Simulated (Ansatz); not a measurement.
2 structures of BC7: a ranking of polymorphs by energy, run with the Python package of Ansatz (0.2.0).

`run_polymorphs.py`
```python
"""Polymorphs of BC7, after relaxing atoms and volume at fixed cell shape."""

import warnings

import ansatz as az
import numpy as np

PHASES = {
    "P-4m2": (
        [[2.518365, 0.0, 0.0], [0.0, 2.518365, 0.0], [0.0, 0.0, 7.494301]],
        [
            ("B", [0.0, 0.0, 0.5]),
            ("C", [0.0, 0.0, 0.0]),
            ("C", [0.0, 0.5, 0.119095]),
            ("C", [0.5, 0.0, 0.880905]),
            ("C", [0.0, 0.5, 0.642345]),
            ("C", [0.5, 0.0, 0.357655]),
            ("C", [0.5, 0.5, 0.242077]),
            ("C", [0.5, 0.5, 0.757923]),
        ],
    ),
    "P-43m": (
        [[3.620153, 0.0, 0.0], [0.0, 3.620153, 0.0], [0.0, 0.0, 3.620153]],
        [
            ("B", [0.0, 0.0, 0.0]),
            ("C", [0.0, 0.5, 0.5]),
            ("C", [0.5, 0.5, 0.0]),
            ("C", [0.5, 0.0, 0.5]),
            ("C", [0.745221, 0.745221, 0.254779]),
            ("C", [0.745221, 0.254779, 0.745221]),
            ("C", [0.254779, 0.745221, 0.745221]),
            ("C", [0.254779, 0.254779, 0.254779]),
        ],
    ),
}


def build(vectors, sites):
    crystal = az.Crystal(lattice=az.Lattice.of(vectors))
    for symbol, position in sites:
        crystal = crystal.atom(symbol, position)
    return crystal


def solve(name, crystal):
    calc = crystal.calculation()
    calc = calc.functional("pbe")
    calc = calc.basis(500)
    calc = calc.kpoints(spacing=0.26)
    calc = calc.occupations("fermi_dirac", width=0.05).stress()
    calc = calc.band_table()
    calc = calc.relax(force_tolerance=0.01, max_steps=40, fix_cell=["shape"])
    return calc.run()


def pressure_gpa(outcome):
    return float(np.trace(outcome.report["stress_gpa"]) / 3)


def volume_per_atom(outcome):
    return abs(np.linalg.det(outcome.lattice.cell_ang)) / len(outcome.lattice.sites)

warnings.simplefilter("ignore", az.DeckWarning)

phases = {name: build(*cell) for name, cell in PHASES.items()}

done = {}
for name, crystal in phases.items():
    try:
        done[name] = solve(name, crystal)
    except az.NonConvergedError as error:
        print(name, "did not converge:", str(error)[:120])

energy = {name: o.report["energy_sigma0_ev"] / len(o.lattice.sites) for name, o in done.items()}
lowest = min(energy.values())
rows = [(name, len(o.lattice.sites), 1000 * (energy[name] - lowest), pressure_gpa(o), volume_per_atom(o)) for name, o in done.items()]
rows.sort(key=lambda row: row[2])
print("     phase       atoms  dE (meV/atom)     P (GPa)  V (A^3/atom)")
for row in rows:
    print(f"{str(row[0]):>10}  {row[1]:10d}  {row[2]:13.1f}  {row[3]:10.2f}  {row[4]:12.3f}")
print("lowest in energy:", rows[0][0])
```

Which of these structures comes out lowest, and how far apart are they?

By space group at the end of each run: P-4m2 (+0 meV an atom, 5.9 Å³) and P-43m (+62 meV an atom, 5.9 Å³).

The output:

Output of `python run_polymorphs.py`:
```text
     phase       atoms  dE (meV/atom)     P (GPa)  V (A^3/atom)
     P-4m2           8            0.0       -0.01         5.929
     P-43m           8           62.4       -0.00         5.925
lowest in energy: P-4m2
```

These settings explore the input space; cutoff and mesh may be short of convergence. For the metals among these phases the mesh is modest: differences between phases can be off by up to 40 meV an atom. Atoms and volume are relaxed with the cell's shape held, which in cells of lower than cubic symmetry can hide stresses and shift volumes. Pressure is positive in compression. The cells come from databases of deposited and of computed structures, and not all need be stable phases. The ranking holds among these structures alone, at zero temperature; the ground state may be another structure. Differences under about 40 meV an atom lie within the error of mesh and functional. Run time: 43 s on 1 thread of Arm Neoverse V2 (shared host), peak memory 0.46 GiB.

(Lines on the test bed's own set-up are left out of the output.)
